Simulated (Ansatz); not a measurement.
**C2H4BN: how energies converge with the basis set**

Aim: see how fast density functionals converge with the basis set for C2H4BN.

Computed with Ansatz 0.2.0, Gaussian basis. Level: one geometry, several basis sets.

Levels to be run: PBE0-D4/def2-SVP; ωB97M-V/def2-SVP; PBE0-D4/def2-QZVPP; ωB97M-V/def2-QZVPP; the functionals' def2-TZVPP values are taken from earlier runs.

## (1) The relaxed structure

An earlier PBE0-D4 in a triple-zeta def2 set relaxation fixed the geometry.

SMILES `CB1C=N1`, 8 atoms, charge 0, spin multiplicity 1.

Atoms are counted from 1 here; the program's logs count them from 0.

Bond lengths: C1–B2 1.543 Å, C1–H5 1.091 Å, C1–H6 1.092 Å, C1–H7 1.096 Å, B2–C3 1.446 Å, B2–N4 1.437 Å, C3–N4 1.301 Å, C3–H8 1.087 Å. Angles: B2–C1–H5 112.9°, B2–C1–H6 112.1°, B2–C1–H7 108.3°, H5–C1–H6 109.4°, H5–C1–H7 106.9°, H6–C1–H7 107.0°, C1–B2–C3 161.6°, C1–B2–N4 144.7°, C3–B2–N4 53.7°, B2–C3–N4 62.8°, B2–C3–H8 167.5°, N4–C3–H8 129.7°, B2–N4–C3 63.5°.

## (2) PBE0-D4 in def2-SVP

Input file in.yaml:

```yaml
crystal:
  periodic: [false, false, false]
  atoms:
    - {symbol: C, position_ang: [0.218136, 1.193477, -0.196830]}
    - {symbol: B, position_ang: [-0.118436, -0.282366, 0.101141]}
    - {symbol: C, position_ang: [-0.019345, -1.722799, 0.184318]}
    - {symbol: N, position_ang: [-1.125632, -1.177425, 0.599235]}
    - {symbol: H, position_ang: [1.288673, 1.401150, -0.157421]}
    - {symbol: H, position_ang: [-0.308276, 1.877532, 0.472160]}
    - {symbol: H, position_ang: [-0.114024, 1.423458, -1.215608]}
    - {symbol: H, position_ang: [0.271003, -2.770126, 0.157104]}
basis:
  gaussian: {orbitals: def2-SVP}
hamiltonian: {xc: pbe0, dispersion: d4}
output: {orbitals: {seedname: orbitals}}
```

Launch:

```
$ ansatz run in.yaml --threads 2 --pin off --events-out ev --progress --plain --max-ram 4352MiB
```

Further steps of the session: ωB97M-V in def2-SVP; PBE0-D4 in def2-QZVPP; ωB97M-V in def2-QZVPP.

**Question.** What will the summary of the whole plan be? Wanted: PBE0-D4: double and triple zeta above quadruple; ωB97M-V: double and triple zeta above quadruple.

As calculated:

| quantity | value |
| --- | --- |
| PBE0-D4: double and triple zeta above quadruple | 4.98, 0.25 eV |
| ωB97M-V: double and triple zeta above quadruple | 5.17, 0.23 eV |

What this shows: For PBE0-D4 the step from double to triple zeta gains 4.73 eV and the next only 0.25 eV. These are total energies; as a rule much of such shifts cancels in differences, which this series doesn't test.
